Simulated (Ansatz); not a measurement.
# Ca4Si3N: the cost of one run

Program: Ansatz 0.2.0. Level of theory: DFT PBE, scalar-relativistic, plane waves, PAW, unless a step names another level. These are calculated values, not measurements.

## 1. The starting structure

It takes space group P4mm (No. 99, tetragonal). Conventional cell: a = 4.985 Å, b = 4.985 Å, c = 7.421 Å, α = 90.00°, β = 90.00°, γ = 90.00°. Around Ca (site symmetry 2mm) lie 6 Si at 2.99 to 3.12 Å. Around Ca (site symmetry 2mm) lie 2 N at 2.51 Å and 6 Si at 3.14 to 3.26 Å. Around Si (site symmetry 4mm) lie 1 N at 1.69 Å. Si (site symmetry 4mm) has 8 Ca at 2.99 to 3.14 Å in its first shell of neighbours. Si (site symmetry 4mm) has 8 Ca at 3.05 to 3.26 Å in its first shell of neighbours. Around N (site symmetry 4mm) lie 1 Si at 1.69 Å and 4 Ca at 2.51 Å.

Coordinates:

```cif
data_structure
_symmetry_space_group_name_H-M 'P4mm'
_symmetry_Int_Tables_number 99
_cell_length_a 4.9847
_cell_length_b 4.9847
_cell_length_c 7.4209
_cell_angle_alpha 90.000
_cell_angle_beta 90.000
_cell_angle_gamma 90.000
_cell_volume 184.39
loop_
_atom_site_label
_atom_site_type_symbol
_atom_site_symmetry_multiplicity
_atom_site_Wyckoff_symbol
_atom_site_fract_x
_atom_site_fract_y
_atom_site_fract_z
_atom_site_occupancy
Ca1 Ca 2 c 0.50000 0.00000 0.97323 1
Ca2 Ca 2 c 0.50000 0.00000 0.45350 1
Si1 Si 1 b 0.50000 0.50000 0.72014 1
Si2 Si 1 a 0.00000 0.00000 0.19609 1
Si3 Si 1 a 0.00000 0.00000 0.73728 1
N1 N 1 b 0.50000 0.50000 0.49303 1
```

It came out lowest among 22 distinct ends of the trial cells. At a tolerance of 0.05 Å it has space group P4mm (No. 99).

## 2. Relaxing to 0.001 eV/Å, on the response runs' mesh and smearing

File input.yaml:

```yaml
crystal:
  lattice:
    - [4.9846883613, 0.0, 0.0]
    - [0.0, 4.9846883613, 0.0]
    - [0.0, 0.0, 7.4209067546]
  atoms:
    - { symbol: Ca, position: [0.5, 0.0, 0.9732262486] }
    - { symbol: Ca, position: [0.5, 0.0, 0.4535009829] }
    - { symbol: Ca, position: [0.0, 0.5, 0.9732262486] }
    - { symbol: Ca, position: [0.0, 0.5, 0.4535009829] }
    - { symbol: Si, position: [0.5, 0.5, 0.7201413151] }
    - { symbol: Si, position: [0.0, 0.0, 0.19609343] }
    - { symbol: Si, position: [0.0, 0.0, 0.7372765516] }
    - { symbol: "N", position: [0.5, 0.5, 0.4930342904] }
basis:
  ecutwfc: 420
kpoints:
  mp_grid: { grid: [6, 6, 4] }
hamiltonian:
  xc: pbe
scf:
  occupations: { method: gaussian, width: 0.1 }
output:
  forces: true
  stress: true
  eigenvalues: true
relax:
  adjacent_minimum: "off"
  f_tol: 0.001
  max_steps: 60
  cell: { stress_tol: 0.01 }
```

The run is started by

```console
> ansatz run input.yaml --threads 3 --pin off --max-ram 7680MiB --backend cpu --events-out ev --progress --plain --runs-dir out
```

Q: Estimate wall time and peak memory on 3 threads of Intel Xeon Platinum 8259CL at 2.50GHz (Skylake/Cascade Lake), shared host.

About 31 s, with a peak of 0.59 GiB.
